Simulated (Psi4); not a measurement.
**GaH2Cl (SMILES [H][Ga]([H])[Cl]): CCSD(T)/3-21G (sweep point 2)**

Aim: the vertical electron affinity of GaH2Cl at CCSD(T)/3-21G (sweep point 2), from 2 runs. 

Program for the calculation: Psi4 1.11.

2 further runs of the same task are left out: 2 that didn't finish.

## Step 1: The system as given

GaH2Cl has 4 atoms, charge 0, and is taken as a singlet. SMILES: `[H][Ga]([H])[Cl]`. The shape comes from GFN2-xTB, which is rough for such elements, and wasn't checked as a minimum.

Bond lengths: Ga1–Cl4 2.069 Å, Ga1–H2 1.564 Å, Ga1–H3 1.564 Å. Angles: H2–Ga1–Cl4 121.1°, H3–Ga1–Cl4 121.1°, H2–Ga1–H3 117.7°.

## Step 2: A single-point energy at CCSD(T)/3-21G (sweep point 2)

File clgah2.in:

```
memory 1600 mb

molecule molecule1 {
  0 1
  Ga     0.10935845     0.18267982    -0.00117163
  H      3.06519247     0.19500084     0.02286569
  H     -1.27605646     2.79363882    -0.03701973
  Cl    -1.89849445    -3.17131949     0.01532568
  units au
  symmetry c1
}

set globals {
  basis 3-21G
  puream true
  scf_type pk
  num_frozen_docc 14
}

energy_value, wavefunction = energy('ccsd(t)', return_wfn=True)
```

Started as:

```console
$ psi4 -n 1 clgah2.in clgah2.out
```

clgah2.out:

```text
[...]
  Running in c1 symmetry.
[...]
  Nuclear repulsion =  161.654819634505344
[...]
  Multiplicity = 1
[...]
  Nalpha       = 25
  Nbeta        = 25
[...]
    Number of basis functions: 39
[...]
   @RHF iter   1: -2371.92476023489462   -4.00888e+00   1.83826e-02 DIIS/ADIIS
[...]
   @RHF iter  10: -2372.32296961514703   -4.09273e-12   2.55135e-09 DIIS
[...]
    Orbital Energies [Eh]
    ---------------------
    Doubly Occupied:
       1A   -376.466800     2A   -104.090742     3A    -47.999313
       4A    -42.258662     5A    -42.257138     6A    -42.256562
       7A    -10.487181     8A     -7.950362     9A     -7.946935
      10A     -7.946551    11A     -6.392973    12A     -4.469191
      13A     -4.468545    14A     -4.463977    15A     -1.165816
      16A     -1.151841    17A     -1.147186    18A     -1.146577
      19A     -1.146277    20A     -1.076090    21A     -0.614818
      22A     -0.494434    23A     -0.485924    24A     -0.472976
      25A     -0.421735
[...]
  @RHF Final Energy: -2372.32296961514703
   => Energetics <=
    Nuclear Repulsion Energy =            161.6548196345053441
    One-Electron Energy =               -3630.3983664161164597
    Two-Electron Energy =                1096.4205771664644544
    Total Energy =                      -2372.3229696151465760
[...]
 Multipole Moments:
 ------------------------------------------------------------------------------------
     Multipole            Electronic (a.u.)      Nuclear  (a.u.)        Total (a.u.)
 ------------------------------------------------------------------------------------
 L = 1.  Multiply by 2.5417464519 to convert [e a0] to [Debye]
 Dipole X            :          0.6215747           -0.1631391            0.4584356
 Dipole Y            :          1.0383170           -0.2725206            0.7657964
 Dipole Z            :         -0.0060482            0.0019131           -0.0041352
 Magnitude           :                                                    0.8925382
[...]
      * MP2 total energy                      = -2372.405238244658449
[...]
      * CCSD total energy                     = -2372.423474086454917
[...]
      * CCSD(T) total energy                  = -2372.425032589512284
[...]
```

Wall time 3.9 s (1 thread of Intel Xeon Platinum 8488C (Sapphire Rapids), shared host); peak memory 0.2 GiB.

## Step 3: The doublet anion

File input.inp:

```
memory 1600 MB

molecule m {
  -1 2
  Ga     0.10935845     0.18267982    -0.00117163
  H      3.06519247     0.19500084     0.02286569
  H     -1.27605646     2.79363882    -0.03701973
  Cl    -1.89849445    -3.17131949     0.01532568
  units au
  symmetry c1
}

set {
  reference uhf
  puream true
  scf_type pk
  num_frozen_docc 14
  maxiter 150
}

energy('ccsd(t)/3-21G')
```

Started as:

```console
$ psi4 -i input.inp -o input.out -n 1
```

input.out:

```text
[...]
  Running in c1 symmetry.
[...]
  Nuclear repulsion =  161.654819634505344
[...]
  Multiplicity = 2
[...]
  Nalpha       = 26
  Nbeta        = 25
[...]
    Number of basis functions: 39
[...]
   @UHF iter   1: -2371.72960676739285   -3.81372e+00   1.96197e-02 DIIS/ADIIS
[...]
   @UHF iter  12: -2372.30287269699102   -2.72848e-12   4.58004e-09 DIIS
[...]
   @S^2 Observed:                7.635993824E-01
[...]
    Orbital Energies [Eh]
    ---------------------
    Alpha Occupied:
       1A   -376.211688     2A   -103.883215     3A    -47.744452
       4A    -42.004404     5A    -42.002472     6A    -42.002001
       7A    -10.279767     8A     -7.742954     9A     -7.740935
      10A     -7.739751    11A     -6.139019    12A     -4.215948
      13A     -4.214189    14A     -4.211583    15A     -0.926527
      16A     -0.896606    17A     -0.896113    18A     -0.890781
      19A     -0.890367    20A     -0.858365    21A     -0.408357
      22A     -0.289295    23A     -0.285271    24A     -0.278093
      25A     -0.203369    26A      0.008507
    Alpha Virtual:
[...]
  @UHF Final Energy: -2372.30287269699102
   => Energetics <=
    Nuclear Repulsion Energy =            161.6548196345053441
    One-Electron Energy =               -3642.0799175795691554
    Two-Electron Energy =                1108.1222252480727093
    Total Energy =                      -2372.3028726969914715
  UHF NO Occupations:
  HONO-2 :   24  A 1.9987087
  HONO-1 :   25  A 1.9947302
[...]
 Multipole Moments:
 ------------------------------------------------------------------------------------
     Multipole            Electronic (a.u.)      Nuclear  (a.u.)        Total (a.u.)
 ------------------------------------------------------------------------------------
 L = 1.  Multiply by 2.5417464519 to convert [e a0] to [Debye]
 Dipole X            :          0.0204509           -0.1631391           -0.1426882
 Dipole Y            :          0.0341988           -0.2725206           -0.2383217
 Dipole Z            :         -0.0000763            0.0019131            0.0018368
 Magnitude           :                                                    0.2777779
[...]
      * MP2 total energy                      = -2372.384798943359783
[...]
      * CCSD total energy                     = -2372.405031787091048
[...]
      * CCSD(T) total energy                     = -2372.406339668520104
[...]
```

Wall time 4.8 s (1 thread of Intel Xeon Platinum 8488C (Sapphire Rapids), shared host); peak memory 0.2 GiB.

## Step 4: Results

Level: CCSD(T)/3-21G (sweep point 2), 14 core orbitals frozen.

| quantity | value |
| --- | --- |
| singlet GaH2Cl: total energy | -2372.42503 Eh |
| singlet GaH2Cl: HOMO energy (Hartree–Fock orbitals) | -11.48 eV |
| singlet GaH2Cl: LUMO energy (Hartree–Fock orbitals) | 0.84 eV |
| singlet GaH2Cl: HOMO–LUMO gap (Hartree–Fock orbitals) | 12.32 eV |
| singlet GaH2Cl: correlation energy (14 core orbitals frozen) | -102.1 mEh |
| singlet GaH2Cl: (T) correction | -1.56 mEh |
| singlet GaH2Cl: T1 diagnostic | 0.009 |
| doublet anion: total energy | -2372.40634 Eh |
| doublet anion: HOMO energy (Hartree–Fock orbitals) (highest over α and β) | 0.23 eV |
| doublet anion: LUMO energy (Hartree–Fock orbitals) (lowest over α and β) | 7.31 eV |
| doublet anion: correlation energy (14 core orbitals frozen) | -103.5 mEh |
| doublet anion: (T) correction | -1.31 mEh |
| doublet anion: ⟨S²⟩ of the reference determinant | 0.764 |
| doublet anion: T1 diagnostic | 0.010 |
| vertical electron affinity (to the doublet anion) | -0.509 eV |

In words: The anion lies 0.51 eV (49.1 kJ/mol) above the neutral: the electron isn't bound at this level, and such a value depends on the basis. Without diffuse functions anions come out too high. The triples (singlet GaH2Cl) make up 1.5 % of the correlation energy. The triples (doublet anion) make up 1.3 % of the correlation energy. The HOMO (doublet anion) lies at positive energy, 0.23 eV: the electron is unbound at this level or held by a compact basis; values depend on the basis.
